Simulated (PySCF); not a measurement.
# NaCa+: from the state search to spectroscopic constants

Aim: find the lowest electronic state of NaCa+, scan its bond at several levels of theory, and get bond length, wavenumber and dissociation energy from each curve.

Program: PySCF 2.14.0. Level of theory: Na x2c-SVPall, Ca x2c-SVPall, spin-free X2C with a Gaussian nucleus. These are calculated values, not measurements.

**1. Set-up**

The job is set up so:

```json
{
  "atoms": "Na, Ca",
  "charge": "1",
  "basis": "Na x2c-SVPall, Ca x2c-SVPall",
  "Hamiltonian": "spin-free X2C with a Gaussian nucleus",
  "basis functions": "39",
  "electrons treated": "30",
  "masses in u": "22.9898, 39.9626",
  "levels": "PBE0, PBE, r²SCAN, PW91, B97-3, BHandHLYP, ωB97X, HF, MP2, SCS-MP2, CCSD, CCSD(T)",
  "grid": "80 radial by 434 angular points",
  "occupations": "held fixed by the projection of orbital angular momentum",
  "dissociation limit": "Na+ + Ca, each in its ground configuration",
  "starting distance in angstrom": "3.265",
  "values of 2S to try": "0, 2"
}
```

The run is started by

```console
$ OMP_NUM_THREADS=1 python dia.py task.json out
```

The runs that follow: First curve: PBE0; Higher solutions at PBE0; PBE (GGA); r²SCAN (meta-GGA); PW91; B97-3 (global hybrid GGA); BHandHLYP; ωB97X; RHF; Correlated methods on the Hartree–Fock reference.

**Question.** What will these runs give? Wanted: for each run, Re; ωe; De; μ.

The runs gave:

Lowest PBE0 solution found, without spin–orbit coupling: ¹Σ⁺ (singlet), closed shell. State 2 has its PBE0 minimum 1.06 eV higher. The other levels ran on the lowest alone.

```tsv
level	Re (Å)	ωe (cm⁻¹)	De (eV)	μ (D)
RHF	3.702	128.4	0.82	-2.37
RHF-MP2	3.678	128.7	0.79	n/a
RHF-SCS-MP2	3.685	128.3	0.79	n/a
RHF-CCSD	3.678	130.7	0.85	n/a
RHF-CCSD(T)	3.680	130.6	0.85	n/a
PBE	3.539	135.8	1.06	-1.94
PW91	3.532	136.2	1.10	-1.89
r²SCAN	3.596	134.9	0.94	-2.35
PBE0	3.553	137.7	1.01	-1.97
B97-3	3.581	133.4	0.90	-2.60
BHandHLYP	3.542	137.9	0.98	-2.02
ωB97X	3.584	134.0	0.79	-2.86
```

De is counted to Na+ + Ca in their ground configurations. A positive dipole points from Na to Ca; in an ion it is taken about the centre of mass and does not tell which atom is negative.

The methods spread over 0.170 Å in bond length, from PW91 to RHF. CCSD(T) can't serve as the judge here: for a weak bond in this basis it is far from its limit. Among the levels with a De in the table, it runs from 0.79 eV (RHF-MP2) to 1.10 eV (PW91).

Correlated steps freeze 6 core orbitals.
